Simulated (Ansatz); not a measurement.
# CH3F2Sc: small, medium and large basis sets

The task here is to estimate one member of a computed series from the others.

Method: one geometry, several basis sets; program: Ansatz 0.2.0, Gaussian basis.

The runs, in order: PBE0-D4/def2-SVP; ωB97M-V/def2-SVP; PBE0-D4/def2-QZVPP; ωB97M-V/def2-QZVPP; the functionals' def2-TZVPP values are taken from earlier runs.

## Structure used throughout

The geometry comes from an earlier relaxation with PBE0-D4 in a triple-zeta def2 set; it is a stationary point, not always the lowest conformer.

SMILES `[CH3][Sc]([F])[F]`, 7 atoms, charge 0, spin multiplicity 1.

Atoms are counted from 1 here; the program's logs count them from 0.

Bond lengths: C1–Sc2 2.176 Å, C1–H5 1.096 Å, C1–H6 1.097 Å, C1–H7 1.099 Å, Sc2–F3 1.843 Å, Sc2–F4 1.843 Å. Angles: Sc2–C1–H5 112.8°, Sc2–C1–H6 112.4°, Sc2–C1–H7 110.8°, H5–C1–H6 107.7°, H5–C1–H7 106.5°, H6–C1–H7 106.2°, C1–Sc2–F3 117.8°, C1–Sc2–F4 118.2°, F3–Sc2–F4 124.0°.

The first run:

File in.yaml:

```yaml
crystal:
  periodic: [false, false, false]
  atoms:
    - {symbol: C, position_ang: [-0.410646, 0.889727, -0.216005]}
    - {symbol: Sc, position_ang: [0.461089, -1.043941, 0.269449]}
    - {symbol: F, position_ang: [1.986310, -1.064642, 1.303037]}
    - {symbol: F, position_ang: [-0.348357, -2.556154, -0.403684]}
    - {symbol: H, position_ang: [-1.469741, 0.822205, -0.490945]}
    - {symbol: H, position_ang: [-0.325191, 1.606497, 0.610017]}
    - {symbol: H, position_ang: [0.106546, 1.346297, -1.071870]}
basis:
  gaussian: {orbitals: def2-SVP}
hamiltonian: {xc: pbe0, dispersion: d4}
output: {orbitals: {seedname: orbitals}}
```

Launch:

```
> ansatz run in.yaml --threads 4 --pin off --events-out ev --progress --plain --max-ram 10444MiB
```

Among the steps run: PBE0-D4 in def2-SVP; ωB97M-V in def2-SVP; PBE0-D4 in def2-QZVPP; ωB97M-V in def2-QZVPP.

One table of the session follows, with a row left open; its other results are not shown here.

It belongs to the step «Functionals by basis». 

```
functional       basis  HOMO (eV)  LUMO (eV)
   PBE0-D4    def2-SVP      -7.36      -2.18
   PBE0-D4  def2-TZVPP      -7.45      -2.31
   PBE0-D4  def2-QZVPP      -7.45      -2.29
   ωB97M-V    def2-SVP      -9.64      -0.49
   ωB97M-V  def2-TZVPP      -9.76      -0.72
   ωB97M-V  def2-QZVPP          ?          ?
```

Estimate the missing values for ωB97M-V, def2-QZVPP.

As computed: HOMO (eV): -9.76; LUMO (eV): -0.73.
